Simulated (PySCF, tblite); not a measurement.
**C₆H₁₃GaOSi: geometry, infrared bands and NMR shifts**

Aim: predict the infrared bands and NMR shifts of C₆H₁₃GaOSi (`C=CCC1=[CH][GaH2-][O+]([SiH3])C1`).

Computed with tblite 0.8.0 and PySCF 2.14.0, with density-fitted response routines of our own, on a single molecule in the gas phase. Atoms count from 0, in the outputs and in this text.

## (1) The molecule as given

22 atoms, charge 0, multiplicity 1; geometry from: force field or distance geometry start.

Bonds of the start (Å): C0–C1 1.34, C1–C2 1.49, C2–C3 1.52, C3–C4 1.32, C4–Ga5 1.90, Ga5–O6 1.82, O6–Si7 1.75, O6–C8 1.43, C8–C3 1.52, C0–H9 1.10, C0–H10 1.08, C1–H11 1.08, C2–H12 1.11, C2–H13 1.11, C4–H14 1.09, Ga5–H15 1.62, Ga5–H16 1.60, Si7–H17 1.48, Si7–H18 1.47, Si7–H19 1.47, C8–H20 1.11, C8–H21 1.11.

## (2) Relaxing the molecule with GFN2-xTB

The job: settings as JSON, then the geometry in Å.

```
{"job": {"kind": "relax", "xc": "GFN2-xTB", "basis": "xTB"}, "charge": 0, "multiplicity": 1}
C      1.899700    -1.392000     1.669500
C      2.230000    -1.241000     0.377100
C      1.236500    -1.389500    -0.716700
C      0.228700    -0.250200    -0.692300
C      0.574500     0.978600    -1.021600
Ga    -0.999100     2.026100    -0.808700
O     -1.950500     0.676600    -0.032400
Si    -1.856800     0.962300     1.687800
C     -1.229300    -0.521400    -0.353200
H      0.861400    -1.608600     1.957200
H      2.637600    -1.287600     2.446500
H      3.265700    -1.035100     0.136800
H      0.704600    -2.363400    -0.612400
H      1.755300    -1.383400    -1.703000
H      1.565500     1.291500    -1.343500
H     -0.739400     3.288300     0.180500
H     -1.626700     2.432400    -2.226500
H     -2.591000    -0.111600     2.393000
H     -0.462200     0.960900     2.141800
H     -2.486100     2.248500     2.017900
H     -1.325400    -1.308600     0.426100
H     -1.703400    -0.953400    -1.260900
```

Launch:

```sh
$ OMP_NUM_THREADS=1 python probes_run.py task.json out
```

The driver reads the jobs from task.json and runs them one after another.

The log of the run:

```text
step      E/eV     max force
  0    -718.86560    3.321
  1    -719.15437    2.278
  2    -719.40029    0.883
  3    -719.48078    0.664
  4    -719.54610    0.624
  5    -719.60891    0.648
  6    -719.66795    0.554
  7    -719.70421    0.372
  8    -719.72694    0.301
  9    -719.74294    0.311
 10    -719.75821    0.294
 11    -719.77358    0.282
 12    -719.78745    0.265
 13    -719.79875    0.253
 14    -719.80681    0.190
 15    -719.81190    0.165
 16    -719.81609    0.141
 17    -719.82034    0.146
 18    -719.82420    0.153
 19    -719.82786    0.144
 20    -719.83205    0.166
 21    -719.83712    0.176
 22    -719.84247    0.153
 23    -719.84716    0.143
 24    -719.85100    0.140
 25    -719.85429    0.130
 26    -719.85711    0.143
 27    -719.85961    0.138
 28    -719.86222    0.151
 29    -719.86540    0.187
 30    -719.86894    0.164
 31    -719.87175    0.096
 32    -719.87348    0.088
 33    -719.87484    0.080
 34    -719.87641    0.109
 35    -719.87819    0.115
 36    -719.87979    0.076
 37    -719.88102    0.068
 38    -719.88212    0.065
 39    -719.88325    0.074
 40    -719.88421    0.060
 41    -719.88485    0.041
 42    -719.88527    0.054
 43    -719.88568    0.049
 44    -719.88612    0.059
 45    -719.88654    0.044
 46    -719.88694    0.045
 47    -719.88741    0.054
 48    -719.88804    0.058
 49    -719.88882    0.073
 50    -719.88961    0.058
 51    -719.89041    0.064
 52    -719.89136    0.068
 53    -719.89249    0.069
 54    -719.89365    0.065
 55    -719.89468    0.076
 56    -719.89571    0.089
 57    -719.89703    0.093
 58    -719.89889    0.108
 59    -719.90125    0.116
 60    -719.90390    0.122
 61    -719.90713    0.159
 62    -719.91087    0.184
 63    -719.89749    0.635
 64    -719.91761    0.162
 65    -719.92086    0.122
 66    -719.92710    0.279
 67    -719.93001    0.097
 68    -719.93240    0.093
 69    -719.94271    0.174
 70    -719.94584    0.172
 71    -719.95004    0.133
 72    -719.95349    0.130
 73    -719.95561    0.156
 74    -719.95625    0.169
 75    -719.95858    0.113
 76    -719.96002    0.118
 77    -719.96166    0.111
 78    -719.96301    0.085
 79    -719.96391    0.063
 80    -719.96467    0.049
 81    -719.96546    0.062
 82    -719.96636    0.065
 83    -719.96713    0.064
 84    -719.96774    0.055
 85    -719.96825    0.064
 86    -719.96884    0.049
 87    -719.96948    0.060
 88    -719.97018    0.062
 89    -719.97074    0.044
 90    -719.97115    0.041
 91    -719.97153    0.041
 92    -719.97199    0.056
 93    -719.97234    0.045
 94    -719.97260    0.037
 95    -719.97287    0.046
 96    -719.97321    0.046
 97    -719.97366    0.059
 98    -719.97420    0.064
 99    -719.97479    0.055
100    -719.97535    0.059
101    -719.97587    0.052
102    -719.97640    0.070
103    -719.97695    0.065
104    -719.97760    0.053
105    -719.97829    0.048
106    -719.97893    0.051
107    -719.97964    0.054
108    -719.98036    0.062
109    -719.98118    0.078
110    -719.98214    0.103
111    -719.98317    0.095
112    -719.98405    0.055
113    -719.98463    0.065
114    -719.98495    0.055
115    -719.98545    0.069
116    -719.98602    0.051
117    -719.98677    0.050
118    -719.98720    0.048
119    -719.98782    0.050
120    -719.98852    0.051
121    -719.98937    0.049
122    -719.99006    0.064
123    -719.99070    0.058
124    -719.99125    0.037
125    -719.99171    0.039
126    -719.99220    0.040
127    -719.99264    0.046
128    -719.99297    0.038
129    -719.99328    0.031
130    -719.99353    0.035
131    -719.99377    0.035
132    -719.99408    0.032
133    -719.99440    0.035
134    -719.99465    0.030
135    -719.99486    0.031
136    -719.99508    0.034
137    -719.99543    0.043
138    -719.99587    0.056
139    -719.99632    0.061
140    -719.99669    0.049
141    -719.99699    0.035
142    -719.99726    0.035
143    -719.99751    0.034
144    -719.99774    0.028
145    -719.99796    0.028
146    -719.99819    0.033
147    -719.99844    0.037
148    -719.99866    0.032
149    -719.99885    0.026
150    -719.99905    0.029
151    -719.99930    0.046
152    -719.99964    0.055
153    -720.00007    0.051
154    -720.00059    0.058
155    -720.00121    0.054
156    -720.00190    0.078
157    -720.00273    0.096
158    -720.00378    0.085
159    -720.00523    0.086
160    -720.00700    0.104
161    -720.00992    0.112
162    -720.01337    0.144
163    -720.01558    0.207
164    -720.01849    0.130
165    -720.02193    0.180
166    -720.02397    0.192
167    -720.02453    0.216
168    -720.02853    0.128
169    -720.03048    0.138
170    -720.03381    0.131
171    -720.03683    0.097
172    -720.03885    0.099
173    -720.04014    0.102
174    -720.04194    0.078
175    -720.04340    0.091
176    -720.04457    0.096
177    -720.04682    0.087
178    -720.04868    0.091
179    -720.05024    0.068
180    -720.05149    0.071
181    -720.05258    0.084
182    -720.05349    0.064
183    -720.05411    0.046
184    -720.05452    0.041
185    -720.05485    0.029
186    -720.05511    0.033
187    -720.05527    0.032
188    -720.05542    0.025
189    -720.05552    0.016
190    -720.05561    0.018
191    -720.05568    0.019
192    -720.05577    0.019
193    -720.05586    0.022
194    -720.05593    0.018
195    -720.05597    0.016
196    -720.05601    0.014
197    -720.05605    0.013
198    -720.05609    0.013
199    -720.05612    0.011
200    -720.05613    0.007
```

Run time: 3.7 s. Hardware: 1 thread of Arm Neoverse N1, shared host; peak memory 0.18 GiB.

The steps of the relaxation: (not every step is listed)

| step | energy from step 0 (eV) | largest force (eV/Å) |
| --- | --- | --- |
| 0 | 0.0000 | 3.3209 |
| 1 | -0.2888 | 2.2778 |
| 2 | -0.5347 | 0.8825 |
| 3 | -0.6152 | 0.6638 |
| 4 | -0.6805 | 0.6243 |
| 5 | -0.7433 | 0.6476 |
| 6 | -0.8024 | 0.5541 |
| 7 | -0.8386 | 0.3723 |
| 8 | -0.8613 | 0.3011 |
| 26 | -0.9915 | 0.1434 |
| 44 | -1.0205 | 0.0593 |
| 62 | -1.0453 | 0.1841 |
| 80 | -1.0991 | 0.0485 |
| 98 | -1.1086 | 0.0638 |
| 116 | -1.1204 | 0.0509 |
| 134 | -1.1291 | 0.0297 |
| 152 | -1.1340 | 0.0549 |
| 170 | -1.1682 | 0.1309 |
| 188 | -1.1898 | 0.0247 |
| 195 | -1.1904 | 0.0156 |
| 196 | -1.1904 | 0.0140 |
| 197 | -1.1905 | 0.0133 |
| 198 | -1.1905 | 0.0130 |
| 199 | -1.1905 | 0.0114 |
| 200 | -1.1905 | 0.0068 |

Close pairs (by a distance rule), those that changed most:

| bond | before (Å) | after (Å) | change (Å) |
| --- | --- | --- | --- |
| Ga5–O6 | 1.825 | 2.117 | +0.292 |
| C4–Ga5 | 1.902 | 1.997 | +0.095 |
| O6–Si7 | 1.746 | 1.659 | -0.087 |
| Ga5–H15 | 1.625 | 1.561 | -0.063 |
| Ga5–H16 | 1.603 | 1.561 | -0.042 |
| C0–C1 | 1.342 | 1.320 | -0.023 |
| C2–H13 | 1.114 | 1.092 | -0.022 |
| C2–H12 | 1.115 | 1.093 | -0.021 |

The final coordinates are the input of the step that follows.

## (3) Infrared spectrum with GFN2-xTB

The job: settings as JSON, then the geometry in Å.

```
{"job": {"kind": "ir", "xc": "GFN2-xTB", "basis": "xTB"}, "charge": 0, "multiplicity": 1}
C      2.227532    -2.265046     1.365319
C      2.230846    -1.375152     0.390984
C      1.275984    -1.377090    -0.764893
C      0.392415    -0.152102    -0.709438
C      0.476527     0.903852    -1.519481
Ga    -0.832470     2.346085    -1.077379
O     -1.378677     1.001431     0.463218
Si    -2.532731     1.231240     1.632935
C     -0.618022    -0.193231     0.408896
H      1.529376    -3.086592     1.380806
H      2.927322    -2.220536     2.182221
H      2.937781    -0.555933     0.396507
H      0.662004    -2.280961    -0.734293
H      1.840162    -1.365964    -1.700125
H      1.234643     0.862130    -2.298788
H     -0.431319     3.606124    -0.247113
H     -2.195170     2.504914    -1.821982
H     -3.494589     0.135640     1.478118
H     -1.837144     1.132165     2.919429
H     -3.030232     2.552255     1.288700
H     -0.097843    -0.338762     1.365373
H     -1.296806    -1.045081     0.264119
```

The log of the run:

```text
mode    cm-1     km/mol
  1      28.7      1.03
  2      45.3      0.19
  3      66.4      0.15
  4      82.1      0.82
  5     100.9      0.24
  6     120.0      0.16
  7     181.7      1.26
  8     204.9     10.30
  9     226.6      1.24
 10     236.3     17.43
 11     335.9      3.56
 12     350.1      1.69
 13     392.9     22.22
 14     421.6    125.89
 15     444.4     25.48
 16     480.4     17.50
 17     519.5    262.24
 18     601.2     10.57
 19     610.2     51.97
 20     632.1     40.67
 21     672.6     29.29
 22     725.3    187.07
 23     740.0    209.78
 24     770.3    452.00
 25     785.8    359.66
 26     800.0    165.99
 27     819.8      5.11
 28     879.5     12.79
 29     898.2     16.28
 30     913.1      4.44
 31     972.8      9.73
 32     987.6      2.92
 33    1022.1     25.44
 34    1051.6    106.56
 35    1080.2     52.20
 36    1098.3      5.58
 37    1178.9      7.79
 38    1214.9      4.62
 39    1256.2      2.81
 40    1265.1      0.15
 41    1295.5      6.96
 42    1331.8      1.76
 43    1414.0      4.42
 44    1461.6      0.67
 45    1466.0      2.22
 46    1632.9     54.65
 47    1650.3    258.74
 48    1665.8    676.25
 49    1715.9     10.18
 50    2237.6    313.61
 51    2246.6    114.85
 52    2350.4    172.71
 53    2871.2     35.72
 54    2899.7     34.67
 55    2960.9     37.21
 56    2970.8     11.23
 57    2975.5     69.07
 58    3061.5     26.77
 59    3095.7     28.06
 60    3125.1     49.17
```

It took 2 s on 1 thread of Arm Neoverse N1, shared host; peak memory 0.18 GiB.

Which atoms move in the most intense modes:

| cm⁻¹ | km/mol | atoms |
| --- | --- | --- |
| 520 | 262.2 | H16 45 %, H15 43 % |
| 725 | 187.1 | H19 60 %, H18 17 %, H17 17 % |
| 740 | 209.8 | H15 42 %, H16 42 % |
| 770 | 452.0 | H17 37 %, H18 36 % |
| 786 | 359.7 | O6 24 %, Si7 19 %, H14 18 % |
| 1650 | 258.7 | C3 33 %, H15 24 %, C4 21 %, H16 17 % |
| 1666 | 676.2 | H16 55 %, H15 43 % |
| 2238 | 313.6 | H17 60 %, H18 36 % |

## (4) Shielding tensors: PBE0/pcSseg-1

Settings changed since step 3:

```diff
@@ -1,2 +1,2 @@
-{"job": {"kind": "ir", "xc": "GFN2-xTB", "basis": "xTB"}, "charge": 0, "multiplicity": 1}
+{"job": {"kind": "nmr", "xc": "PBE0", "basis": "pcSseg-1"}, "charge": 0, "multiplicity": 1}
 C      2.227532    -2.265046     1.365319
```

Level: GIAO PBE0/pcSseg-1 NMR shielding, non-relativistic, gas phase.

The log of the run:

```text
coarse grid: 82224 points
cycle   1  E = -2524.8533542230  dE =  4.834e-01  |g| = 1.131e+00  |ddm| = 4.357e+00
cycle   2  E = -2524.7289482073  dE =  1.244e-01  |g| = 1.415e+00  |ddm| = 1.508e+00
cycle   3  E = -2524.9941759154  dE = -2.652e-01  |g| = 1.897e-01  |ddm| = 1.004e+00
cycle   4  E = -2525.0001841344  dE = -6.008e-03  |g| = 7.615e-02  |ddm| = 1.759e-01
cycle   5  E = -2525.0010484832  dE = -8.643e-04  |g| = 1.598e-02  |ddm| = 6.669e-02
cycle   6  E = -2525.0010970110  dE = -4.853e-05  |g| = 6.517e-03  |ddm| = 1.838e-02
cycle   7  E = -2525.0011066474  dE = -9.636e-06  |g| = 1.668e-03  |ddm| = 6.441e-03
final grid: 173512 points
cycle   8  E = -2525.0011856598  dE =  7.264e-07  |g| = 2.617e-03  |ddm| = 5.408e-03
cycle   9  E = -2525.0011821872  dE =  3.473e-06  |g| = 4.571e-03  |ddm| = 6.117e-03
cycle  10  E = -2525.0011872634  dE = -5.076e-06  |g| = 3.948e-04  |ddm| = 3.984e-03
cycle  11  E = -2525.0011872981  dE = -3.464e-08  |g| = 5.873e-05  |ddm| = 3.367e-04
cycle  12  E = -2525.0011872986  dE = -5.630e-10  |g| = 1.339e-05  |ddm| = 4.861e-05
converged SCF energy = -2525.0011872986

GIAO shielding tensors (ppm)
atom      isotropic    diamagn.    paramagn.     s11        s22        s33       span
  0 C       65.010     253.695    -188.685    -46.461     84.267    157.226    203.687
  1 C       38.130     257.365    -219.236    -82.252     43.995    152.645    234.897
  2 C      139.185     246.329    -107.144    121.874    141.447    154.235     32.361
  3 C       35.002     263.932    -228.930    -89.625     63.681    130.950    220.575
  4 C       41.331     256.176    -214.845    -64.862     37.882    150.972    215.834
  5 Ga    1369.489    2637.655   -1268.166   1280.493   1357.234   1470.740    190.247
  6 O      334.021     404.908     -70.886    312.226    343.949    345.889     33.663
  7 Si     370.723     880.387    -509.664    328.302    333.545    450.323    122.021
  8 C      108.897     251.732    -142.835     73.700     94.190    158.800     85.100
  9 H       26.441      31.397      -4.955     22.600     26.314     30.409      7.810
 10 H       26.459      28.601      -2.142     23.305     25.697     30.374      7.069
 11 H       25.600      31.874      -6.274     22.310     25.698     28.794      6.484
 12 H       29.052      32.255      -3.203     26.754     27.804     32.598      5.845
 13 H       28.419      31.414      -2.995     24.757     28.012     32.489      7.732
 14 H       24.884      33.225      -8.340     22.757     24.697     27.199      4.442
 15 H       26.298      29.674      -3.376     19.917     22.750     36.228     16.310
 16 H       26.276      29.460      -3.184     19.743     22.779     36.307     16.564
 17 H       26.790      29.373      -2.583     23.471     24.781     32.117      8.646
 18 H       26.809      29.647      -2.838     23.370     25.084     31.974      8.604
 19 H       26.472      29.167      -2.695     21.710     26.226     31.480      9.770
 20 H       26.896      34.752      -7.856     21.011     26.267     33.410     12.400
 21 H       27.345      34.029      -6.683     22.419     27.602     32.014      9.595
```

It took 2.1 min on 1 thread of Arm Neoverse N1, shared host; peak memory 1.1 GiB.

Shifts follow as δ = σ(reference) − σ, with reference shieldings (ppm) from runs at the same level and on the same kind of geometry: 1H TMS 31.72, 13C TMS 186.9, 29Si TMS 349.2, 17O H2O 336.1. The references are single molecules in the gas phase, so shifts against H2O, NH3, PH3, H3PO4 or CFCl3 are not on the usual liquid scales and can be off by tens of ppm. Atoms listed in one row are averaged.

| atoms | environment | σ (ppm) | δ (ppm) |
| --- | --- | --- | --- |
| C3 | fully substituted alkene carbon | 35.0 | 151.9 |
| C1 | alkene CH | 38.1 | 148.8 |
| C4 | alkene CH | 41.3 | 145.6 |
| C0 | terminal =CH2 carbon | 65.0 | 121.9 |
| C8 | allylic sp3 CH2 bonded to O | 108.9 | 78.0 |
| C2 | allylic sp3 CH2 | 139.2 | 47.7 |
| H14 | hydrogen on an alkene CH | 24.88 | 6.83 |
| H11 | hydrogen on an alkene CH | 25.60 | 6.12 |
| H15, H16 | hydrogen on a Ga bonded to C, O, in a 5-membered ring | 26.29 | 5.43 |
| H9 | hydrogen on a terminal =CH2 carbon | 26.44 | 5.28 |
| H10 | hydrogen on a terminal =CH2 carbon | 26.46 | 5.26 |
| H17, H18, H19 | hydrogen on a silicon bonded to O | 26.69 | 5.03 |
| H20, H21 | hydrogen on an allylic sp3 CH2 bonded to O | 27.12 | 4.60 |
| H12, H13 | hydrogen on an allylic sp3 CH2 | 28.74 | 2.98 |
| Ga5 | Ga bonded to C, O, 2 H, in a 5-membered ring | 1369 | – |
| O6 | donor oxygen of a Lewis adduct | 334.0 | 2.1 |
| Si7 | silicon bonded to O, 3 H | 370.7 | -21.6 |

The run also stored atomic charges by several schemes (e):

| atoms | Mulliken | IAO | Hirshfeld | ESP fit |
| --- | --- | --- | --- | --- |
| C0 | -0.15 | -0.33 | -0.11 | -0.58 |
| C1 | -0.23 | -0.13 | -0.03 | 0.03 |
| C2 | -0.07 | -0.27 | -0.07 | -0.21 |
| C3 | -0.41 | 0.00 | -0.01 | 0.15 |
| C4 | -0.35 | -0.43 | -0.19 | -0.68 |
| Ga5 | 0.68 | 0.45 | 0.30 | 0.76 |
| O6 | -0.78 | -0.56 | -0.15 | -0.29 |
| Si7 | 0.72 | 0.86 | 0.42 | 0.60 |
| C8 | 0.25 | -0.07 | 0.01 | -0.10 |

Mayer bond orders: C0–C1 1.97, C1–C2 1.02, C2–C3 1.04, C3–C4 1.89, C4–Ga5 0.75, Ga5–O6 0.18, O6–Si7 0.79, O6–C8 0.79, C8–C3 1.01.

Ring of atoms C3, C4, Ga5, O6, C8: NICS(0) -3.2, NICS(1) -2.3, NICS(1)zz -0.9 ppm (means of both faces).

## (5) What came out

| quantity | value |
| --- | --- |
| strongest single infrared mode (GFN2-xTB) | 1666 cm⁻¹, 676 km/mol |
| zero-point energy (GFN2-xTB) | 99.6 kcal/mol |
| 13C shifts against TMS (PBE0/pcSseg-1) | 151.9, 148.8, 145.6, 121.9, 78.0, 47.7 ppm |
| 1H shifts against TMS (PBE0/pcSseg-1, means over atoms taken as alike) | 6.83, 6.12, 5.43, 5.28, 5.26, 5.03, 4.60, 2.98 ppm |
| 17O shifts against H2O (PBE0/pcSseg-1) | 2.1 ppm |
| 29Si shifts against TMS (PBE0/pcSseg-1) | -21.6 ppm |
| shieldings of Ga (PBE0/pcSseg-1) | Ga5 1369.5 ppm |

What this shows: The optimisation took 200 steps and gained 1.191 eV; among the close pairs (by a distance rule), Ga5–O6 changed most, from 1.825 to 2.117 Å. All 60 modes are real, so the xTB geometry is a minimum. The strongest single mode, at 1666 cm⁻¹, moves mainly H16 and H15. GFN2-xTB is a fitted tight-binding method: band positions and strengths are rough. Its intensities can rank the bands wrongly. At PBE0/pcSseg-1: The largest span, 235 ppm, is at C1, where the paramagnetic term is -219 ppm. Spin-orbit coupling is left out, which matters for shieldings and couplings at and beside the heavy atoms.
